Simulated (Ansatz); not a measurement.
# HF/3-21G run of C3H5Ga (SMILES C#[C][GaH][CH3])

What is the vertical singlet–triplet gap of C3H5Ga at HF/3-21G? 

Program for the calculation: Ansatz 0.2.0.

64 further runs of the same task are left out: 64 set aside as unsound or not needed.

## 1. The structure to begin with

C3H5Ga has 9 atoms, charge 0, and is taken as a singlet. SMILES: `C#[C][GaH][CH3]`. The shape is that of a PBE0-D4/def2-TZVP optimisation.

Bond lengths: C1–C2 1.210 Å, C2–Ga3 1.925 Å, Ga3–C4 1.958 Å, C1–H5 1.066 Å, Ga3–H6 1.564 Å, C4–H7 1.093 Å, C4–H8 1.090 Å, C4–H9 1.094 Å. Some angles: C1–C2–Ga3 179.3°, C2–Ga3–C4 117.4°, C2–C1–H5 179.8°, C2–Ga3–H6 117.1°, C4–Ga3–H6 125.5°, Ga3–C4–H7 109.9°, Ga3–C4–H8 112.6°, Ga3–C4–H9 109.4°, H7–C4–H8 109.1°, H7–C4–H9 106.9°.

## 2. The energy at HF/3-21G

Contents of molecule.yaml:

```yaml
crystal:
  periodic: [false, false, false]
  atoms:
    - {symbol: C, position_ang: [1.498700, 0.816800, -2.138700]}
    - {symbol: C, position_ang: [0.950000, 0.745200, -1.062800]}
    - {symbol: Ga, position_ang: [0.068800, 0.611200, 0.643700]}
    - {symbol: C, position_ang: [-1.036100, -0.972500, 0.966400]}
    - {symbol: H, position_ang: [1.983700, 0.883100, -3.086100]}
    - {symbol: H, position_ang: [0.292600, 1.783100, 1.655500]}
    - {symbol: H, position_ang: [-0.451400, -1.877200, 0.782100]}
    - {symbol: H, position_ang: [-1.435200, -1.006300, 1.980000]}
    - {symbol: H, position_ang: [-1.871000, -0.983500, 0.260000]}
basis:
  gaussian: {orbitals: 3-21G-spherical.json}
hamiltonian: {xc: hf}
accuracy: high
output: {orbitals: {seedname: orbitals}}
```

The basis set 3-21G is read from a file made from the Basis Set Exchange's data (not shown).

Command:

```bash
$ ansatz run molecule.yaml --threads 1 --pin off --max-ram 3480MiB --events-out events.jsonl --progress --plain --runs-dir runs
```

The program printed:

```text
Warning: RAYON_NUM_THREADS=1 ignored (pool sized by the plan → 1); use --threads N
Functional definition: HF
  name "HF"
  exchange = exact_x
  correlation = 0
1217 factors; integrals over basis functions are off by at most 1.1e-8 eV
mean field evaluation 1: about -55227.9908 eV, gradient 2.7e1 eV
mean field evaluation 2: about -55228.2833 eV, gradient 2.7e1 eV
mean field evaluation 4: about -55230.2629 eV, gradient 3.4e0 eV
mean field evaluation 8: about -55230.3022 eV, gradient 3.5e-4 eV
mean field -55230.30220573 eV, -2029.6761696173 hartree, gradient 3.1e-8 eV, S^2 0.000000; 0 other end points of the search recorded, 0 dependent functions left out
reference -55230.30220573 eV, -2029.6761696173 hartree; 27, 27 occupied and 32, 32 virtual orbitals, 1217 factors
Total energy: -55230.30220573 eV, -2029.6761696173 hartree
```

It took 0.78 s on 1 thread of Intel Xeon Platinum 8488C (Sapphire Rapids), shared host; peak memory 0.15 GiB.

## 3. The triplet

Contents of job.yaml:

```yaml
crystal:
  periodic: [false, false, false]
  atoms:
    - {symbol: C, position_ang: [1.498700, 0.816800, -2.138700]}
    - {symbol: C, position_ang: [0.950000, 0.745200, -1.062800]}
    - {symbol: Ga, position_ang: [0.068800, 0.611200, 0.643700]}
    - {symbol: C, position_ang: [-1.036100, -0.972500, 0.966400]}
    - {symbol: H, position_ang: [1.983700, 0.883100, -3.086100]}
    - {symbol: H, position_ang: [0.292600, 1.783100, 1.655500]}
    - {symbol: H, position_ang: [-0.451400, -1.877200, 0.782100]}
    - {symbol: H, position_ang: [-1.435200, -1.006300, 1.980000]}
    - {symbol: H, position_ang: [-1.871000, -0.983500, 0.260000]}
basis:
  gaussian: {orbitals: 3-21G-spherical.json}
magnetization: {spin_polarized: true, initial_magnetization: 2}
hamiltonian: {xc: hf}
accuracy: high
output: {orbitals: {seedname: orbitals}}
```

The basis set 3-21G is read from a file made from the Basis Set Exchange's data (not shown).

Command:

```bash
$ ansatz run job.yaml --threads 1 --pin off --max-ram 3480MiB --events-out events.jsonl --progress --plain --runs-dir runs
```

The program printed, cut to the lines that bear on the results:

```text
Warning: RAYON_NUM_THREADS=1 ignored (pool sized by the plan → 1); use --threads N
Functional definition: HF
  name "HF"
[...]
1217 factors; integrals over basis functions are off by at most 1.1e-8 eV
[...]
mean field -55226.01080221 eV, -2029.5184634465 hartree, gradient 2.2e-8 eV, S^2 2.018664; 8 other end points of the search recorded, 0 dependent functions left out
reference -55226.01080221 eV, -2029.5184634465 hartree; 28, 26 occupied and 31, 33 virtual orbitals, 1217 factors
Total energy: -55226.01080221 eV, -2029.5184634465 hartree
```

It took 6.6 s on 1 thread of Intel Xeon Platinum 8488C (Sapphire Rapids), shared host; peak memory 0.24 GiB.

## 4. Summary of results

Level: HF/3-21G.

| quantity | value |
| --- | --- |
| singlet: total energy | -2029.67617 Eh |
| singlet: HOMO energy | -10.28 eV |
| singlet: LUMO energy | 1.44 eV |
| singlet: HOMO–LUMO gap | 11.73 eV |
| triplet: total energy | -2029.51846 Eh |
| triplet: HOMO energy (highest over α and β) | -5.76 eV |
| triplet: LUMO energy (lowest over α and β) | -0.41 eV |
| triplet: ⟨S²⟩ | 2.019 |
| vertical energy of the triplet above the singlet | 4.291 eV |

In words: At this shape the triplet lies 4.29 eV (99 kcal/mol) above the singlet.
